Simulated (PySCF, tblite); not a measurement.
# C5H14N2Si: geometry, infrared bands and NMR shifts

What infrared bands and NMR shifts should C5H14N2Si (`C=C[C@@](C)(N)C[SiH2]N`) show?

The runs use tblite 0.8.0 and PySCF 2.14.0, with density-fitted response routines of our own; the level of theory stands in each step. All values are computed, except where a source is named. Atoms are numbered from 0 throughout.

## 1. Starting geometry

22 atoms, charge 0, multiplicity 1; geometry from: force field or distance geometry start.

Bonds of the start (Å): C0–C1 1.33, C1–C2 1.47, C2–C3 1.55, C2–N4 1.43, C2–C5 1.48, C5–Si6 1.86, Si6–N7 1.78, C0–H8 1.09, C0–H9 1.10, C1–H10 1.10, C3–H11 1.10, C3–H12 1.09, C3–H13 1.10, N4–H14 1.05, N4–H15 1.06, C5–H16 1.09, C5–H17 1.11, Si6–H18 1.47, Si6–H19 1.46, N7–H20 1.02, N7–H21 1.02.

## 2. Geometry optimisation with GFN2-xTB

Job settings and geometry (Å):

```
{"job": {"kind": "relax", "xc": "GFN2-xTB", "basis": "xTB"}, "charge": 0, "multiplicity": 1}
C     -2.463300    -1.375900     0.222600
C     -1.239600    -1.060500    -0.182800
C     -0.673900     0.276600     0.040800
C     -1.657000     1.247000    -0.670400
N     -0.721800     0.578300     1.440200
C      0.629500     0.528500    -0.624100
Si     1.990000    -0.608300    -0.056500
N      3.512200     0.297300    -0.208400
H     -3.117300    -0.660500     0.714500
H     -2.895400    -2.372500     0.075600
H     -0.662300    -1.861300    -0.659700
H     -2.670900     1.111000    -0.257700
H     -1.621000     0.960300    -1.724100
H     -1.274800     2.257400    -0.469600
H      0.067800     1.239100     1.635500
H     -0.631600    -0.289500     2.035700
H      0.538800     0.541600    -1.711800
H      0.944400     1.548600    -0.309600
H      2.001400    -1.783200    -0.945300
H      1.842700    -1.085600     1.320400
H      4.003400     0.184900    -1.097300
H      4.088400     0.345800     0.629400
```

On the command line:

```console
OMP_NUM_THREADS=1 python probes_run.py task.json out
```

One launch serves the whole session: the jobs run in the order shown.

**Question.** This job is followed by: GFN2-xTB harmonic vibrations, gas phase; GIAO PBE0/pcSseg-1 NMR shielding, non-relativistic, gas phase. What will the session give for the following? strongest single infrared mode (GFN2-xTB); zero-point energy (GFN2-xTB); 13C shifts against TMS (PBE0/pcSseg-1); 1H shifts against TMS (PBE0/pcSseg-1, means over atoms taken as alike); 15N shifts against NH3 (PBE0/pcSseg-1); 29Si shifts against TMS (PBE0/pcSseg-1); surface potential, 1st and 99th percentile.

The runs gave:

| quantity | value |
| --- | --- |
| strongest single infrared mode (GFN2-xTB) | 2176 cm⁻¹, 423 km/mol |
| zero-point energy (GFN2-xTB) | 114.6 kcal/mol |
| 13C shifts against TMS (PBE0/pcSseg-1) | 154.9, 118.3, 54.1, 37.4, 36.7 ppm |
| 1H shifts against TMS (PBE0/pcSseg-1, means over atoms taken as alike) | 6.07, 5.79, 5.28, 4.91, 4.64, 1.56, 1.31, 0.92, 0.91, -0.11 ppm |
| 15N shifts against NH3 (PBE0/pcSseg-1) | 66.4, 6.8 ppm |
| 29Si shifts against TMS (PBE0/pcSseg-1) | -38.7 ppm |
| surface potential, 1st and 99th percentile | -1.54 V and 1.44 V |

In words: The optimisation took 140 steps and gained 0.682 eV; among the close pairs (by a distance rule), C2–C5 changed most, from 1.485 to 1.542 Å. The lowest mode is slightly imaginary (11i cm⁻¹), a soft motion within the noise of the Hessian, so the minimum is not strictly shown. The strongest single mode, at 2176 cm⁻¹, moves mainly H18. GFN2-xTB is a fitted tight-binding method: band positions and strengths are rough. Its intensities can rank the bands wrongly. C1 (alkene CH) lies farthest downfield among carbon, at 154.9 ppm; as expected for a trigonal carbon in a double bond. H10 (hydrogen on an alkene CH) lies farthest downfield among hydrogen, at 6.07 ppm; a vinylic proton, deshielded by the sp2 carbon and the C=C anisotropy. At PBE0/pcSseg-1: Shielding is most anisotropic at C1 (span 233 ppm, paramagnetic term -226 ppm).
